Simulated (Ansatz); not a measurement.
# interstitial Al in Si: molecular dynamics, part 2 of 3

The plan is to see whether the interstitial stays in its void or moves on. The start is relaxed first. Runs: 130 steps of 3 fs under a Langevin thermostat at 1500 K; 50 steps of 2 fs at constant energy, with velocities drawn for 2100 K. The host cell (diamond) has 16 atoms; the extra atom is the last.

Ansatz 0.2.0; DFT PBE, plane waves, PAW, scalar-relativistic, collinear spin. Earlier steps stand in the parts before.

### 6 Frames and traces

The trajectory, every 7 steps (energies from step 0); msd is the mean square displacement from the start, the centre of mass held:

| time (fs) | T (K) | potential energy change (meV/atom) | msd Al (Å²) | msd Si (Å²) |
| --- | --- | --- | --- | --- |
| 0.0 | 1412 | 0.0 | 0.000 | 0.000 |
| 21.0 | 1393 | 118.6 | 0.011 | 0.031 |
| 42.0 | 1347 | 196.3 | 0.147 | 0.074 |
| 63.0 | 1670 | 154.9 | 0.052 | 0.096 |
| 84.0 | 1178 | 172.3 | 0.146 | 0.104 |
| 105.0 | 1278 | 181.6 | 0.163 | 0.132 |
| 126.0 | 1402 | 257.8 | 0.189 | 0.184 |
| 147.0 | 1056 | 279.3 | 0.226 | 0.231 |
| 168.0 | 1566 | 251.7 | 0.291 | 0.208 |
| 189.0 | 1763 | 251.9 | 0.244 | 0.189 |
| 210.0 | 1620 | 217.6 | 0.259 | 0.169 |
| 231.0 | 1468 | 203.9 | 0.247 | 0.162 |
| 252.0 | 1255 | 174.7 | 0.296 | 0.213 |
| 273.0 | 1534 | 185.2 | 0.198 | 0.229 |
| 294.0 | 1351 | 180.4 | 0.286 | 0.259 |
| 315.0 | 1279 | 166.9 | 0.598 | 0.285 |
| 336.0 | 1277 | 193.6 | 1.141 | 0.348 |
| 357.0 | 1366 | 267.8 | 1.499 | 0.426 |
| 378.0 | 1313 | 273.5 | 1.685 | 0.529 |
| 390.0 | 1211 | 283.4 | 1.667 | 0.574 |

time (fs), T (K) and a bar:
```
      0.0       1412 ###########
     18.0       1133 
     33.0       1472 #############
     51.0       1212 ###
     69.0       1777 #########################
     84.0       1178 ##
    102.0       1317 #######
    120.0       1319 #######
    135.0       1394 ##########
    153.0       1224 ###
    171.0       1569 #################
    186.0       1918 ##############################
    204.0       1697 ######################
    219.0       1169 #
    237.0       1538 ###############
    255.0       1492 ##############
    270.0       1362 #########
    288.0       1438 ############
    306.0       1559 ################
    321.0       1481 #############
    339.0       1437 ############
    357.0       1366 #########
    372.0       1393 ##########
    390.0       1211 ###
```

Pair distribution over the second half of the run:

| r (Å) | g Si–Si | g Si–Al |
| --- | --- | --- |
| 0.68 | 0.00 | 0.00 |
| 0.84 | 0.00 | 0.00 |
| 1.00 | 0.00 | 0.00 |
| 1.16 | 0.00 | 0.00 |
| 1.32 | 0.00 | 0.00 |
| 1.48 | 0.00 | 0.00 |
| 1.64 | 0.00 | 0.00 |
| 1.80 | 0.00 | 0.00 |
| 1.96 | 0.03 | 0.00 |
| 2.12 | 0.69 | 0.20 |
| 2.28 | 2.87 | 2.02 |
| 2.44 | 2.58 | 2.93 |
| 2.60 | 1.01 | 1.94 |
| 2.76 | 0.38 | 2.04 |
| 2.92 | 0.15 | 1.50 |
| 3.08 | 0.16 | 0.95 |

First peaks of g(r) that rise above 1 (not always the tallest), and, where a minimum follows, the mean number of second-named atoms round a first-named one up to the next minimum:

| pair | peak (Å) | height | minimum (Å) | neighbours |
| --- | --- | --- | --- | --- |
| Si–Si | 2.36 | 3.1 | - | - |
| Si–Al | 2.36 | 3.0 | - | - |

### 7 Positions and forces

Positions (Å) and forces (eV/Å):

```xyz
17
Lattice="0.000 5.430 5.430 5.430 0.000 5.430 5.430 5.430 0.000" Properties=species:S:1:pos:R:3:forces:R:3 pbc="T T T" time_fs=66.0 T=1864 dE=2.5422
Si   -0.015    0.399   -0.068    0.974   -0.893    0.599
Si    1.384    1.514    1.618    0.632   -0.271   -0.147
Si    3.172    2.552    0.412   -1.721   -0.276   -1.119
Si    4.194    4.324    1.369   -0.440    0.963    0.054
Si    2.982    0.086    2.801   -0.853   -1.452   -0.681
Si    4.141    1.617    3.958   -0.386   -0.554    0.323
Si    5.363    2.740    2.530    1.283    1.301    0.827
Si    7.222    3.701    4.058   -1.006    0.941   -0.037
Si   -0.122    2.760    2.984   -0.007   -0.288   -0.766
Si    1.387    4.205    4.006   -1.935   -1.644    2.376
Si    2.530    5.469    2.766    1.680    1.228   -2.409
Si    3.981    6.561    4.141    0.178    1.490    0.070
Si    2.717    2.625    5.342   -0.897    0.019    0.718
Si    4.236    3.951    6.654   -1.447   -0.353    1.616
Si    5.366    5.219    5.273    2.850   -0.405   -0.585
Si    6.539    6.665    6.780    0.888   -0.304   -1.607
Al    6.915    9.656    6.626    0.208    0.498    0.769
17
Lattice="0.000 5.430 5.430 5.430 0.000 5.430 5.430 5.430 0.000" Properties=species:S:1:pos:R:3:forces:R:3 pbc="T T T" time_fs=129.0 T=1313 dE=4.7035
Si    0.207    0.198    0.059    1.673    1.315   -1.096
Si    1.392    1.774    1.843    1.438   -1.933   -1.216
Si    2.897    2.848    0.397    0.847   -0.727   -0.511
Si    4.397    4.489    1.422   -0.983   -3.017    1.109
Si    3.075    0.005    2.911   -1.090   -0.338   -1.001
Si    4.241    1.352    4.152    0.944    1.551    0.096
Si    5.548    2.651    2.678    0.063    0.400   -1.051
Si    7.213    3.746    3.956    1.093   -0.807   -0.460
Si   -0.322    2.546    3.001   -0.361    0.619    1.296
Si    1.484    4.091    4.005   -1.024    0.962   -1.379
Si    2.783    5.643    2.480   -1.110   -0.474    1.015
Si    4.155    5.990    4.356   -2.796    3.851   -1.056
Si    2.760    2.698    5.292    0.768   -0.573   -0.038
Si    4.295    3.965    6.659   -1.166   -1.098    2.017
Si    5.649    4.725    5.152    2.389    0.865    0.895
Si    6.668    6.749    6.377   -0.077   -0.501    0.993
Al    7.210    9.813    6.690   -0.611   -0.096    0.385
17
Lattice="0.000 5.430 5.430 5.430 0.000 5.430 5.430 5.430 0.000" Properties=species:S:1:pos:R:3:forces:R:3 pbc="T T T" time_fs=195.0 T=1558 dE=4.4802
Si    0.363    0.297   -0.183   -0.267   -1.014    0.283
Si    1.411    1.472    1.709   -1.480    0.537    1.696
Si    2.876    2.412    0.339    1.663    1.354    0.548
Si    4.262    4.197    1.591   -0.442   -0.270   -1.077
Si    2.931   -0.010    3.109    0.953    0.913    0.441
Si    4.541    1.737    4.116   -2.844   -1.246    0.968
Si    5.780    2.671    2.687    0.469   -0.800   -3.037
Si    7.238    3.537    4.121   -0.093    1.821    0.311
Si   -0.564    2.569    3.154    2.932    3.813   -4.119
Si    1.245    4.019    3.711   -0.107   -0.408    1.615
Si    2.611    5.558    2.678    0.398   -0.572   -1.091
Si    3.976    6.506    4.247   -0.572   -3.308    2.455
Si    2.743    2.799    5.248    0.544    1.391   -0.524
Si    4.053    4.134    6.853    0.598   -0.641   -0.180
Si    5.770    5.105    5.215   -1.770   -0.996    0.000
Si    7.000    6.624    6.295   -0.350    0.860    2.198
Al    6.779    9.961    6.990    0.368   -1.434   -0.489
17
Lattice="0.000 5.430 5.430 5.430 0.000 5.430 5.430 5.430 0.000" Properties=species:S:1:pos:R:3:forces:R:3 pbc="T T T" time_fs=261.0 T=1653 dE=2.8941
Si    0.044    0.180   -0.315    0.013   -0.376   -0.194
Si    1.466    1.541    2.320    1.539   -0.711   -1.489
Si    2.799    2.239    0.119   -0.353    0.428    0.475
Si    4.157    4.095    0.965   -0.255   -0.987   -0.181
Si    3.263   -0.014    3.021   -0.756   -0.482    0.419
Si    4.442    1.882    3.958    0.472   -1.546    0.443
Si    5.648    2.685    2.349    1.277    1.464   -1.262
Si    7.034    3.864    4.228    0.711   -0.372   -0.987
Si   -0.459    2.642    2.810    0.210    0.882   -0.288
Si    1.295    4.055    3.710   -1.358   -0.488    0.532
Si    2.675    5.241    2.328    1.101   -0.240    0.210
Si    4.046    6.272    3.952   -1.092    1.208    0.196
Si    2.644    2.568    4.937   -0.753    1.864    0.141
Si    3.973    4.022    6.581    0.203   -0.083    0.089
Si    5.577    5.284    5.290    0.005   -0.596    0.614
Si    7.037    6.722    6.428   -1.724   -0.266    0.500
Al    6.884    9.929    6.638    0.760    0.301    0.782
17
Lattice="0.000 5.430 5.430 5.430 0.000 5.430 5.430 5.430 0.000" Properties=species:S:1:pos:R:3:forces:R:3 pbc="T T T" time_fs=324.0 T=1276 dE=3.0151
Si    0.156    0.101   -0.773   -0.258   -0.910    1.860
Si    1.934    1.554    2.183    0.693    0.394   -0.288
Si    2.810    2.144    0.035    0.194    0.587   -0.337
Si    4.293    3.954    0.684   -0.011    0.394    0.430
Si    3.016   -0.269    3.087    1.755    0.043   -0.143
Si    4.571    1.649    3.479   -2.051    0.017    0.155
Si    5.936    2.835    2.164    0.354    1.448   -0.456
Si    6.989    3.750    4.201    0.326   -1.487   -0.682
Si   -0.181    2.333    2.509    0.018   -1.092    0.906
Si    1.150    4.026    3.339    1.527   -0.322   -0.175
Si    2.897    5.285    2.156    0.017   -1.955   -0.162
Si    4.013    6.254    3.847    0.990    0.197    1.654
Si    2.899    2.852    4.652   -0.792   -0.635    0.659
Si    4.103    3.688    6.657   -0.888    1.312   -0.806
Si    5.532    4.979    5.335   -0.388    2.192    0.608
Si    7.178    6.763    6.401   -0.804    0.063   -2.497
Al    7.295   10.238    6.336   -0.681   -0.244   -0.727
17
Lattice="0.000 5.430 5.430 5.430 0.000 5.430 5.430 5.430 0.000" Properties=species:S:1:pos:R:3:forces:R:3 pbc="T T T" time_fs=390.0 T=1211 dE=4.8186
Si    0.139    0.164   -0.682    1.906   -0.713    0.184
Si    2.264    1.530    2.381    0.109   -0.081   -0.178
Si    2.881    2.091   -0.011   -0.243    0.985   -0.320
Si    4.593    3.999    0.583   -2.524   -0.059    0.034
Si    3.474   -0.567    3.690   -1.153   -0.269   -1.285
Si    4.689    1.767    3.542   -1.494    0.778   -0.255
Si    5.909    3.039    2.066    1.637   -1.689   -0.655
Si    6.669    3.629    4.139    1.727   -0.471    1.034
Si   -0.217    2.083    2.482    1.890    1.748   -0.920
Si    1.385    3.993    3.265   -0.465   -0.742    0.466
Si    3.061    5.158    2.042   -1.288    0.023   -1.272
Si    4.080    6.187    3.810   -0.485   -0.855    2.159
Si    2.729    2.514    4.657   -0.396    0.291    0.516
Si    3.754    3.591    6.800    1.465   -2.020    0.978
Si    5.240    4.825    5.538   -0.631    0.250   -1.536
Si    6.763    6.404    5.972    2.116    1.529    1.757
Al    7.594   10.463    6.309   -2.172    1.295   -0.706
```

On run 1: Against a set 1500 K the second half averages 1379 K with a spread of 182 K (in equilibrium 17 atoms would scatter by about 297 K, over a far longer run). The atom that moves most swings out by 1.49 Å (the median distance to the nearest neighbour, bonds to H left out, is 2.33 Å), and none ends a neighbour distance from its start. The interstitial Al17 strays up to 1.38 Å from where this run began and ends 1.37 Å from it (the host's drift taken out).

### 8 Run 2

50 steps of 2 fs at constant energy, with velocities drawn for 2100 K, starting from the last frame of an earlier run, with new velocities.

File input.yaml:

```yaml
crystal:
  lattice:
    - [0.0, 5.43, 5.43]
    - [5.43, 0.0, 5.43]
    - [5.43, 5.43, 0.0]
  atoms:
    - { symbol: Si, position: [-0.06047475, -0.0650765, 0.09067732] }
    - { symbol: Si, position: [0.15176083, 0.28678293, 0.13006109] }
    - { symbol: Si, position: [-0.07380003, 0.07170422, 0.45887304] }
    - { symbol: Si, position: [-0.00099119, 0.10830122, 0.73745413] }
    - { symbol: Si, position: [-0.03233671, 0.71191199, -0.07205077] }
    - { symbol: Si, position: [0.05711808, 0.5952363, 0.26826444] }
    - { symbol: Si, position: [-0.0740152, 0.45439884, 0.6337635] }
    - { symbol: Si, position: [0.10128025, 0.66105954, 0.56704524] }
    - { symbol: Si, position: [0.44037899, 0.01678164, -0.05679472] }
    - { symbol: Si, position: [0.54078367, 0.0604871, 0.19457629] }
    - { symbol: Si, position: [0.38110591, -0.00511053, 0.56881502] }
    - { symbol: Si, position: [0.54478561, 0.15681809, 0.59461359] }
    - { symbol: Si, position: [0.40902532, 0.44867787, 0.05396241] }
    - { symbol: Si, position: [0.61111772, 0.64108899, 0.05022619] }
    - { symbol: Si, position: [0.47179983, 0.5481776, 0.41682776] }
    - { symbol: Si, position: [0.51677793, 0.58301229, 0.66252169] }
    - { symbol: Al, position: [0.84509392, 0.31684219, 1.08171125], spin: 1.0 }
magnetization:
  spin_polarized: true
basis:
  ecutwfc: 420.0
kpoints:
  mp_grid: { grid: [2, 2, 2] }
hamiltonian:
  xc: pbe
  pseudopotentials: { kind: paw, azcp: { folder: soft_1 } }
scf:
  occupations: { method: fermi_dirac, width: 0.02 }
  lower_state_search: "off"
md:
  timestep: 2
  n_steps: 50
  ensemble: nve
  temperature: 2100.0
  initial_velocities: maxwell_boltzmann
  seed: 523918
```

Launch:

```
ansatz run input.yaml --threads 1 --pin off --max-ram 3072MiB --backend cpu --events-out ev --progress --plain --runs-dir out
```

Output, cut to the lines that bear on the results:

```text
Warning: md: disabling space-group detection — thermal motion breaks the input geometry's symmetry, so no spatial operation reduces the k-mesh or symmetrises the density; time reversal is kept, so that k and −k are solved as one point where they differ and the mesh holds both, and exact [...]
Warning: RAYON_NUM_THREADS=1 ignored (pool sized by the plan → 1); use --threads N
[...]
Pseudopotentials: kind: paw
Pseudopotential: Si, paw, valence charge 4, recommended cutoff 420 eV (normal), <dir>
Pseudopotential: Al, paw, valence charge 3, recommended cutoff 420 eV (normal), <dir>
Functional definition: PBE
[...]
Crystal: 17 atoms, lattice volume = 320.206 Å³
[...]
WARN: the starting moments were not kept: the SCF closed with an absolute magnetisation of 3.6e-5 μB, where they sum to 1 μB in size (1 site). That is at most 0.1 of that sum. Measured as dr2_m measures the in/out step, that magnetisation stands 2.4e-11 eV from none, at or under the [...]
md step     0: t =     0.00 fs  T =  2100.0 K  F+E_penalty+E_count = -10701.81171030 eV  E_kin = 4.343136 eV  conserved = -10697.46857433 eV  (16 SCF iters)
[...]
Starting moments: Σ|m| = 1 μB on 1 of 17 sites; this step starts from the density that it was given
[...]
SCF iter   1: F=—  HF=-10701.627587 eV  |F-HF|=—  |Δ(HF+E_count)|=         —  Δρ=1.22e-3 (↑1.18e-3 ↓1.22e-3)  dr2=3.36e-2  dr2_m=2.01e-5  M=-0.004 μB ∫|m|=0.010 μB  β_m=0.30  ethr=4.62e-5  ⟨swp⟩=7.7  Hψ=4037  notcnv=0  defer=1
```

### 9 More of the same log: dynamics from the last frame of the run before

Output, continued, cut to the lines that bear on the results:

```text
[...]
spin=Collinear: Kerker preconditioning applied to the charge; magnetization (m = ρ↑ − ρ↓) channel mixes plain (no charge-response kernel on spin).
SCF iter   2: F=—  HF=-10701.623630 eV  |F-HF|=—  |Δ(HF+E_count)|=   3.96e-3  Δρ=8.93e-4 (↑8.68e-4 ↓8.93e-4)  dr2=1.74e-2  dr2_m=1.15e-5  M=-0.004 μB ∫|m|=0.009 μB  β_m=0.65  ethr=4.62e-5  ⟨swp⟩=1.1  Hψ=817  notcnv=0
[...]
  atom   4  Si    -0.74865638    -0.59143490    -0.53853358
  atom   5  Si    -0.87903363     1.10121985     1.70058440
  atom   6  Si     0.33130543    -1.03975644    -0.46485016
  atom   7  Si     1.06046852     0.10041292    -0.19781884
  atom   8  Si     2.52669996    -2.68633537    -0.99320216
[...]
--- MD trajectory: 50 steps, t = 0.0 → 100.0 fs ---
  final state: T = 1666.6 K   F+E_penalty+E_count = -10700.91213998 eV   E_kin = 3.446872 eV
  conserved energy: peak-to-peak 7.307e-3 eV (4.298e-4 eV/atom) over 100.0 fs
```

It took 16 min on 1 thread of Arm Neoverse V2, shared host; peak memory 0.68 GiB.

### 10 What the atoms did

One step in 3; energies are changes from step 0; msd is the mean square displacement from the start, the centre of mass held:

| time (fs) | T (K) | potential energy change (meV/atom) | total energy change (meV/atom) | msd Al (Å²) | msd Si (Å²) |
| --- | --- | --- | --- | --- | --- |
| 0.0 | 2100 | 0.0 | 0.00 | 0.000 | 0.000 |
| 6.0 | 1800 | 36.6 | 0.10 | 0.006 | 0.006 |
| 12.0 | 1490 | 74.4 | 0.15 | 0.020 | 0.021 |
| 18.0 | 1294 | 98.4 | 0.37 | 0.034 | 0.041 |
| 24.0 | 1396 | 85.8 | 0.19 | 0.038 | 0.061 |
| 30.0 | 1620 | 58.3 | -0.06 | 0.031 | 0.082 |
| 36.0 | 1710 | 47.5 | 0.05 | 0.025 | 0.102 |
| 42.0 | 1716 | 46.9 | 0.13 | 0.029 | 0.122 |
| 48.0 | 1716 | 46.8 | 0.14 | 0.051 | 0.140 |
| 54.0 | 1717 | 46.7 | 0.17 | 0.092 | 0.156 |
| 60.0 | 1772 | 40.0 | 0.16 | 0.149 | 0.171 |
| 66.0 | 1846 | 30.9 | 0.01 | 0.220 | 0.186 |
| 72.0 | 1807 | 35.7 | 0.14 | 0.308 | 0.205 |
| 78.0 | 1767 | 40.8 | 0.27 | 0.416 | 0.229 |
| 84.0 | 1839 | 31.9 | 0.12 | 0.547 | 0.257 |
| 90.0 | 1880 | 26.7 | -0.02 | 0.699 | 0.290 |
| 96.0 | 1769 | 40.5 | 0.15 | 0.867 | 0.329 |
| 100.0 | 1667 | 52.9 | 0.19 | 0.984 | 0.357 |

time (fs), T (K) and a bar:
```
      0.0       2100 ##############################
      4.0       1906 #######################
      8.0       1694 ###############
     14.0       1400 ####
     18.0       1294 
     22.0       1331 #
     26.0       1476 #######
     30.0       1620 ############
     34.0       1696 ###############
     40.0       1716 ################
     44.0       1716 ################
     48.0       1716 ################
     52.0       1716 ################
     56.0       1725 ################
     60.0       1772 ##################
     66.0       1846 #####################
     70.0       1831 ####################
     74.0       1784 ##################
     78.0       1767 ##################
     82.0       1807 ###################
     86.0       1867 #####################
     92.0       1857 #####################
     96.0       1769 ##################
    100.0       1667 ##############
```

Pair distribution over the second half of the run:

| r (Å) | g Si–Si | g Si–Al |
| --- | --- | --- |
| 0.68 | 0.00 | 0.00 |
| 0.84 | 0.00 | 0.00 |
| 1.00 | 0.00 | 0.00 |
| 1.16 | 0.00 | 0.00 |
| 1.32 | 0.00 | 0.00 |
| 1.48 | 0.00 | 0.00 |
| 1.64 | 0.00 | 0.00 |
| 1.80 | 0.00 | 0.00 |
| 1.96 | 0.00 | 0.00 |
| 2.12 | 0.52 | 0.00 |
| 2.28 | 2.11 | 0.72 |
| 2.44 | 2.06 | 1.88 |
| 2.60 | 1.66 | 2.18 |
| 2.76 | 1.12 | 2.88 |
| 2.92 | 0.41 | 0.72 |
| 3.08 | 0.43 | 0.61 |

First peaks of g(r) that rise above 1 (not always the tallest), and, where a minimum follows, the mean number of second-named atoms round a first-named one up to the next minimum:

| pair | peak (Å) | height | minimum (Å) | neighbours |
| --- | --- | --- | --- | --- |
| Si–Si | 2.36 | 2.3 | - | - |
| Si–Al | 2.68 | 3.1 | - | - |

(Part 2 of 3 ends here.)
